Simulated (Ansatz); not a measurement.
Turn this script for the Ansatz DFT code, driven from Python into the input file that the command-line program reads.

`scf.py`
```python
# -*- coding: utf-8 -*-
'''SCF run for Cs2InAsF6.'''

from pathlib import Path
import warnings

import ansatz as az
import numpy as np
import pandas as pd

warnings.simplefilter('ignore', az.DeckWarning)

lattice = az.Lattice.of(
    (0.0, 4.7531, 4.7531),
    (4.7531, 0.0, 4.7531),
    (4.7531, 4.7531, 0.0),
)
sites = [
    ('Cs', (0.75, 0.75, 0.75)),
    ('Cs', (0.25, 0.25, 0.25)),
    ('In', (0.5, 0.5, 0.5)),
    ('As', (0.0, 0.0, 0.0)),
    ('F', (0.7807, 0.2193, 0.2193)),
    ('F', (0.2193, 0.2193, 0.7807)),
    ('F', (0.2193, 0.7807, 0.7807)),
    ('F', (0.2193, 0.7807, 0.2193)),
    ('F', (0.7807, 0.2193, 0.7807)),
    ('F', (0.7807, 0.7807, 0.2193)),
]
xtal = az.Crystal(lattice=lattice)
for symbol, position in sites:
    xtal = xtal.atom(symbol, position)

# the calculation
calc = (
    xtal.calculation()
    .functional(az.Functional.R2SCAN)
    .kpoints(spacing=0.36)
    .occupations(az.OccupationsMethod.FIXED)
    .density()
    .potential()
    .electron_localization_function()
    .output_files(volumetric_format='npy')
    .forces()
)
def show(event):
    row = event['data']
    if event['event'] == 'scf_iter' and row.get('free_energy_ev') is not None:
        print(f'  iteration {row["iter"]:3d}  F = {row["free_energy_ev"]:.6f} eV  residual {row["dr2_ev"]:.2e}')


done = calc.session().plan().execute(on_event=show)
summary = done.report

print('%-22s %14.5f eV' % ('F = E - TS', summary['free_energy_ev']))
print('%-22s %14.5f eV' % ('E', summary['internal_energy_ev']))
print('%-22s %14.5f eV' % ('Harris-Foulkes', summary['harris_foulkes_ev']))
print('%-22s %14.5f eV' % ('Fermi level', summary['fermi_energy_ev']))

folder = Path(done.write_results('fields'))
for name in sorted(p.name for p in folder.glob('*.npy')):
    field = np.load(folder / name)
    print(f'{name:16s} {str(field.shape):16s} min {field.min():10.4f}  mean {field.mean():10.4f}  max {field.max():10.4f}')

rho = done.density()
total = sum(ch.density_e_per_ang3 for ch in rho.channels[:2]) if len(rho.channels) < 3 else rho.channels[0].density_e_per_ang3
print('grid', rho.dims, 'electrons', round(float(total.mean() * rho.cell_volume_ang3), 4))
profile = total.mean(axis=(0, 2))
print('planar average along grid axis 1 (e/A^3):')
print(np.array2string(profile[:: max(len(profile) // 16, 1)], precision=4))

if done.unlabelled_reasons:
    print('not a label:', done.unlabelled_reasons)
else:
    print(done.training_frame().splitlines()[0], 'atoms in the frame')

# forces in eV per angstrom
table = pd.DataFrame(summary['forces_ev_ang'], columns=['fx', 'fy', 'fz'])
table.insert(0, 'atom', [site['symbol'] for site in summary['lattice']['sites']])
print(table.round(4).to_string())

terms = summary['components']
print({name: round(terms[name], 3) for name in ('e_kinetic', 'e_hartree', 'e_xc', 'e_local', 'e_nonlocal')})
```

```console
$ python scf.py
  iteration   8  F = -26713.463139 eV  residual 9.32e-09
F = E - TS               -26713.46314 eV
E                        -26713.46314 eV
Harris-Foulkes           -26713.46314 eV
Fermi level                   5.28208 eV
elf.npy          (50, 50, 50)     min     0.0001  mean     0.2815  max     0.9148
rho.npy          (50, 50, 50)     min    -0.0326  mean     0.4098  max    33.7828
v_es.npy         (50, 50, 50)     min   -41.2684  mean     3.8676  max    36.4369
v_tot.npy        (50, 50, 50)     min   -73.0667  mean    -5.0725  max    12.4911
grid (50, 50, 50) electrons 88.0
planar average along grid axis 1 (e/A^3):
[0.4771 0.3145 0.3183 0.6721 0.7642 0.3988 0.2174 0.2288 0.3175 0.2917
 0.2092 0.2496 0.5234 0.8071 0.5385 0.2718 0.3845]
10 atoms in the frame
  atom      fx      fy      fz
0   Cs  0.0000 -0.0000 -0.0000
1   Cs  0.0000  0.0000  0.0000
2   In  0.0000 -0.0000  0.0000
3   As -0.0000  0.0000  0.0000
4    F -0.1495  0.0000  0.0000
5    F -0.0000 -0.0000 -0.1495
6    F  0.1495 -0.0000  0.0000
7    F -0.0000 -0.1495  0.0000
8    F  0.0000  0.1495 -0.0000
9    F  0.0000 -0.0000  0.1495
{'e_kinetic': 1866.983, 'e_hartree': 3699.795, 'e_xc': -1077.561, 'e_local': -8591.189, 'e_nonlocal': 190.028}
```

`input.yaml`:
```yaml
crystal:
  lattice:
    - [0.0, 4.7531, 4.7531]
    - [4.7531, 0.0, 4.7531]
    - [4.7531, 4.7531, 0.0]
  atoms:
    - { symbol: Cs, position: [0.75, 0.75, 0.75] }
    - { symbol: Cs, position: [0.25, 0.25, 0.25] }
    - { symbol: In, position: [0.5, 0.5, 0.5] }
    - { symbol: As, position: [0.0, 0.0, 0.0] }
    - { symbol: F, position: [0.7807, 0.2193, 0.2193] }
    - { symbol: F, position: [0.2193, 0.2193, 0.7807] }
    - { symbol: F, position: [0.2193, 0.7807, 0.7807] }
    - { symbol: F, position: [0.2193, 0.7807, 0.2193] }
    - { symbol: F, position: [0.7807, 0.2193, 0.7807] }
    - { symbol: F, position: [0.7807, 0.7807, 0.2193] }
kpoints:
  mp_grid: { kspacing: 0.36 }
hamiltonian:
  xc: r2scan
scf:
  occupations: { method: fixed }
output:
  write_density: true
  write_potential: true
  volumetric_format: npy
  elf: true
  forces: true
```

The program run on that file:
```console
$ ansatz run input.yaml --threads 1 --pin off --max-ram 3072MiB --backend cpu --events-out ev --progress --plain --runs-dir out
Engine: ansatz 0.2.0, x86_64-unknown-linux-gnu
Pseudopotentials: kind: paw
Pseudopotential: Cs, paw, valence charge 9, recommended cutoff 500 eV (meta_gga), Cs.paw.azcp
Pseudopotential: In, paw, valence charge 13, recommended cutoff 500 eV (meta_gga), In.paw.azcp
Pseudopotential: As, paw, valence charge 15, recommended cutoff 500 eV (meta_gga), As.paw.azcp
Pseudopotential: F, paw, valence charge 7, recommended cutoff 500 eV (meta_gga), F.paw.azcp
Functional definition: r2SCAN
  parameter k0 = 0.174
  parameter k1 = 0.065
  parameter a1 = 4.9479
  exchange = r2scan_x(k0 = k0, k1 = k1, a1 = a1)
  correlation = r2scan_c
Crystal: 10 atoms, lattice volume = 214.764 Å³
Basis set: ecut = 500 eV, 5577 PW (Γ), exchange–correlation on 200×200×200 points (64 copies of the dense FFT grid, shifted against one another)
Bands: 54, of which v1, the nominal top of the filled ones, is band 44 counted from 1 (43 counted from 0)
Symmetry: 48 space group operations
Space group: Fm-3m (ITA 225), of the structure as read, at distance tolerance 6.0e-5 Å
k-points: 8 of 64
Non-local potential: Cs, projectors of the file, l = 0: 3, l = 1: 2, l = 2: 2, l = 3: 2
Non-local potential: In, projectors of the file, l = 0: 2, l = 1: 2, l = 2: 2, l = 3: 2
Non-local potential: As, projectors of the file, l = 0: 2, l = 1: 2, l = 2: 3, l = 3: 1
Non-local potential: F, projectors of the file, l = 0: 2, l = 1: 2, l = 2: 1
PAW form: soft (Blöchl's): semilocal exchange-correlation on the pseudo side does not see the compensation charge
PAW frozen core: Cs, regenerated for the run's functional (the file was generated under x = pbe(κ = 0.804, μ = 0.2195149727645171), c = pbe(β = 0.06672455060314922))
PAW frozen core: In, regenerated for the run's functional (the file was generated under x = pbe(κ = 0.804, μ = 0.2195149727645171), c = pbe(β = 0.06672455060314922))
PAW frozen core: As, regenerated for the run's functional (the file was generated under x = pbe(κ = 0.804, μ = 0.2195149727645171), c = pbe(β = 0.06672455060314922))
PAW frozen core: F, regenerated for the run's functional (the file was generated under x = pbe(κ = 0.804, μ = 0.2195149727645171), c = pbe(β = 0.06672455060314922))
PAW one-centre angular grid: Cs, 302 points (default); XC on 160 Gauss nodes
PAW one-centre angular grid: In, 590 points (default); XC on 289 of its mesh's 2783 points in the sphere
PAW one-centre angular grid: As, 590 points (default); XC on 160 Gauss nodes
PAW one-centre angular grid: F, 302 points (default); XC on 160 Gauss nodes
Initial density: superposition of atomic densities (neutral atoms: chi_scale 0, normalization atom), corrected by the library's trained network
Initial wavefunctions: pseudopotential atomic-orbital guess
Functional: x = r2scan, c = r2scan; τ floored in thin density (d = 2e-4 eV/Å³)
SCF iter   1: F=—  HF=-26713.340772 eV  |F-HF|=—  |Δ(HF+E_count)|=         —  Δρ=6.47e-3  dr2=9.67e-2  dr2_τ=1.55e-1  ethr=1.77e-3  ⟨swp⟩=4.6  Hψ=1591  notcnv=0  defer=57
preconditioner: auto → Resta (q_TF=auto, 2.351 Å⁻¹)  ε∞=3.6  [insulator: Δε(μ)=2.446 eV  Ē_g=12.260 eV  n_scr=58 (ndim 8)  ℏωp=20.0 eV  f_vac=0.078  ε∞_Penn≈3.6]
SCF iter   2: F=—  HF=-26713.465552 eV  |F-HF|=—  |Δ(HF+E_count)|=   1.25e-1  Δρ=2.95e-3  dr2=1.06e-2  dr2_τ=1.91e-3  ethr=1.10e-4  ⟨swp⟩=3.0  Hψ=858  notcnv=0  defer=62
SCF iter   3: F=—  HF=-26713.463831 eV  |F-HF|=—  |Δ(HF+E_count)|=   1.72e-3  Δρ=1.06e-3  dr2=2.22e-3  dr2_τ=2.34e-4  ethr=1.20e-5  ⟨swp⟩=2.4  Hψ=692  notcnv=0  defer=63
SCF iter   4: F=—  HF=-26713.463222 eV  |F-HF|=—  |Δ(HF+E_count)|=   6.09e-4  Δρ=3.03e-4  dr2=1.21e-4  dr2_τ=1.76e-5  ethr=2.52e-6  ⟨swp⟩=2.0  Hψ=688  notcnv=0  defer=62
SCF iter   5: F=—  HF=-26713.463199 eV  |F-HF|=—  |Δ(HF+E_count)|=   2.27e-5  Δρ=7.15e-5  dr2=1.53e-5  dr2_τ=9.93e-7  ethr=1.38e-7  ⟨swp⟩=2.0  Hψ=760  notcnv=0  defer=52
SCF iter   6: F=—  HF=-26713.463139 eV  |F-HF|=—  |Δ(HF+E_count)|=   6.01e-5  Δρ=2.35e-5  dr2=1.32e-6  dr2_τ=7.68e-8  ethr=1.74e-8  ⟨swp⟩=2.0  Hψ=764  notcnv=0  defer=34
SCF iter   7: F=—  HF=-26713.463139 eV  |F-HF|=—  |Δ(HF+E_count)|=   3.58e-7  Δρ=8.69e-6  dr2=1.73e-7  dr2_τ=9.71e-9  ethr=1.50e-9  ⟨swp⟩=2.0  Hψ=760  notcnv=0  defer=34
SCF iter   8: F=-26713.463139 eV  HF=-26713.463139 eV  |F-HF|=8.00e-10  |Δ(HF+E_count)|=   6.28e-8  Δρ=2.08e-6  dr2=9.32e-9  dr2_τ=9.22e-10  ethr=1.14e-10  ⟨swp⟩=17.9  Hψ=3391  notcnv=0
SCF 1 converged in 8 iterations: F = -26713.463139 eV  dr2 = 9.32e-9
  greatest PAW one-centre occupation: 1.000 electrons in one spin orbital (limit 2), on the As atom at site 3 (counted from 0), in its partial waves of l = 2
SCF converged after 8 iterations
Free energy (F): -26713.463139 eV
Harris-Foulkes:  -26713.463139 eV  (|F-HF|=8.00e-10)
Internal energy: -26713.463139 eV  (E = F + TS)
E sigma→0 (E₀):  -26713.463139 eV
Fermi energy:    5.282081 eV
--- Per-component energies (eV) ---
  E_band       = -753.629326
  E_kinetic    = 1866.983137
  E_local      = -8591.188749  (includes V_loc(G=0)·N_el)
  E_nonlocal   = 190.027905
  E_hartree    = 3699.795440
  E_xc         = -1077.561133
  E_vxc        = -1168.106558  (∫ρ·V_xc dr)
  E_paw        = -17424.391324  (= ΣΔE_a)
  E_vpaw       = -529.320697  (= ΣTr[D̂ρ^β])
  E_aug_tail   = 0.005886  (compensation charges beyond the density's cutoff)
  E_vtau       = 78.375645  (kinetic-family band-sum trace: ∫τ·v_τ [+ j·A + Jᵃ·Aᵃ] dr)
  E_ewald      = -5376.553849
  E_core_change = -0.580453  (= ΣΔE_core)
  E_smearing   = -0.000000  (= −TS)
  E_closure    = -0.000000  (closes the sum)
  Σ components = -26713.463139   (vs F -26713.463139, Δ=0.00e0)
--- Forces (eV/Å), atoms counted from 1 ---
  atom   1  Cs     0.00000000    -0.00000000    -0.00000000
  atom   2  Cs     0.00000000     0.00000000     0.00000000
  atom   3  In     0.00000000    -0.00000000     0.00000000
  atom   4  As    -0.00000000     0.00000000     0.00000000
  atom   5  F     -0.14950711     0.00000000     0.00000000
  atom   6  F     -0.00000000    -0.00000000    -0.14950711
  atom   7  F      0.14950711    -0.00000000     0.00000000
  atom   8  F     -0.00000000    -0.14950711     0.00000000
  atom   9  F      0.00000000     0.14950711    -0.00000000
  atom  10  F      0.00000000    -0.00000000     0.14950711
  max |Σ_I F_I| component: 2.78e-17 eV/Å
--- Band table (eV; the first three rows and the last of 8) ---
  k-point 0: bands = ["-32.9543", "-32.9543", "-32.9421", "-32.9421", "-32.9421", "-19.7195", "-19.3243", "-19.3243", "-19.3243", "-19.1577", "-19.1577", "-16.7686", "-16.7581", "-9.1377", "-9.1377", "-9.1377", "-9.1044", "-9.1044", "-6.4114", "-3.5290", "-3.5290", "-3.5290", "-3.3188", "-3.3188", "-3.3188", "-1.5035", "-1.5035", "-1.5035", "0.2052", "0.2052", "0.3633", "0.3633", "0.3633", "0.6982", "0.6982", "0.6982", "0.8258", "0.8258", "0.8258", "1.0670", "1.0670", "1.0670", "1.0970", "5.2821", "7.6476", "7.6476", "7.6476", "9.9967", "9.9967", "10.3444", "10.8621", "10.8621", "10.8621", "12.3038"]
  k-point 1: bands = ["-32.9543", "-32.9543", "-32.9421", "-32.9421", "-32.9421", "-19.7050", "-19.3370", "-19.3227", "-19.3227", "-19.1596", "-19.1596", "-16.7708", "-16.7639", "-9.1374", "-9.1374", "-9.1368", "-9.1060", "-9.1060", "-6.3736", "-3.4733", "-3.4733", "-3.4221", "-3.3189", "-3.3189", "-3.2693", "-1.7702", "-1.4379", "-1.4379", "0.0698", "0.0698", "0.1921", "0.3110", "0.3110", "0.4880", "0.6747", "0.6747", "0.7252", "0.8130", "0.8130", "1.0267", "1.0267", "1.0380", "1.9302", "4.5673", "8.1190", "8.1190", "8.3841", "9.9955", "10.0371", "10.0371", "10.7844", "10.7844", "11.3523", "12.2609"]
  k-point 2: bands = ["-32.9543", "-32.9543", "-32.9421", "-32.9421", "-32.9421", "-19.6894", "-19.3510", "-19.3210", "-19.3210", "-19.1615", "-19.1615", "-16.7719", "-16.7707", "-9.1372", "-9.1372", "-9.1360", "-9.1077", "-9.1077", "-6.3344", "-3.3761", "-3.3761", "-3.3599", "-3.3599", "-3.2847", "-3.2289", "-2.0218", "-1.3583", "-1.3583", "-0.0828", "-0.0828", "0.0088", "0.2571", "0.2571", "0.3580", "0.6498", "0.6498", "0.7583", "0.8042", "0.8042", "0.9932", "0.9932", "1.0028", "3.1589", "3.3277", "9.1668", "9.1668", "9.2021", "9.2021", "9.3342", "9.6169", "11.4768", "11.4768", "11.6395", "11.6395"]
  k-point 7: bands = ["-32.9543", "-32.9543", "-32.9421", "-32.9421", "-32.9421", "-19.6825", "-19.3306", "-19.3297", "-19.3297", "-19.1725", "-19.1598", "-16.7740", "-16.7740", "-9.1368", "-9.1363", "-9.1363", "-9.1203", "-9.1066", "-6.2852", "-3.4457", "-3.3857", "-3.3195", "-3.3195", "-3.1615", "-3.1385", "-1.7501", "-1.5523", "-1.5523", "-0.4492", "0.0026", "0.0371", "0.0371", "0.2231", "0.5980", "0.5980", "0.6661", "0.6661", "0.7033", "0.7177", "0.9316", "0.9984", "0.9984", "3.4200", "3.7351", "8.2853", "8.2853", "9.3942", "9.5016", "10.2564", "10.2564", "10.9063", "10.9063", "12.0067", "12.0227"]
```

Caveats:
- Absolute energies stand on the zero of these potentials, so only differences at equal settings mean something. A total without «per atom» is that of the cell as typed.
- The energy terms are those on the plane-wave grid, with the one-centre PAW part apart; the terms shown are only some of the summands, so they needn't add up to F.
- With fixed filling the reported Fermi level is the top filled level among the k-points of the SCF.
- An absolute Fermi energy rests on an arbitrary zero of the periodic potential and has no direct meaning.
- Densities and potentials on the grid are those of the valence electrons, and inside the cores they hang on the potentials used.
- This cell is a computed structure, which may not be the phase found in nature.
- Cost: roughly 14 core-seconds.

(A comment or docstring line of the script was reworded after the run, the code is as it ran; lines on the test bed's own set-up are left out of the output.)
